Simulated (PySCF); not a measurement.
**A diatomic session: LiBr**

The task here is to estimate one member of a computed series from the others.

The runs use PySCF 2.14.0; Li cc-pVDZ, Br cc-pVDZ-PP with ECP10, scalar-relativistic core potentials.

The first run:

Settings of the job:

| Property | Result |
| --- | --- |
| atoms | Li, Br |
| charge | 0 |
| basis | Li cc-pVDZ, Br cc-pVDZ-PP with ECP10 |
| Hamiltonian | scalar-relativistic core potentials |
| basis functions | 37 |
| electrons treated | 28 |
| masses in u | 7.0160, 78.9183 |
| levels | PBE0, PBE, r²SCAN, PW91, r²SCANh, revPBE, HF, MP2, SCS-MP2, CCSD, CCSD(T) |
| grid | 80 radial by 434 angular points |
| occupations | held fixed by the projection of orbital angular momentum |
| dissociation limit | Li + Br, each in its ground configuration |
| starting distance in angstrom | 2.400 |
| values of 2S to try | 0, 2 |

Started as:

```
$ OMP_NUM_THREADS=1 python dia.py task.json out
```

Steps of the session up to this table: The job; PBE0 along the bond; Higher solutions at PBE0; PBE (GGA); r²SCAN; PW91 (GGA); r²SCANh (hybrid meta-GGA); revPBE (GGA); RHF (mean field); Adding correlation.

One table of the session follows, with a row left open; its other results are not shown here.

Differences from the measured constants:

| level | Re (mÅ) | ωe (%) |
| --- | --- | --- |
| RHF | +57 | -2.8 |
| RHF-MP2 | +57 | -2.9 |
| RHF-SCS-MP2 | +57 | -3.1 |
| RHF-CCSD | +57 | -2.9 |
| RHF-CCSD(T) | +58 | -3.1 |
| PBE | +47 | -4.1 |
| revPBE | ? | ? |
| PW91 | +45 | -4.0 |
| r²SCAN | +48 | -3.5 |
| r²SCANh | +45 | -3.1 |
| PBE0 | +40 | -2.7 |

**Question.** Estimate the row for revPBE.

**Answer.** Re (mÅ): +59; ωe (%): -5.3. In the column «Re (mÅ)» it is the highest.
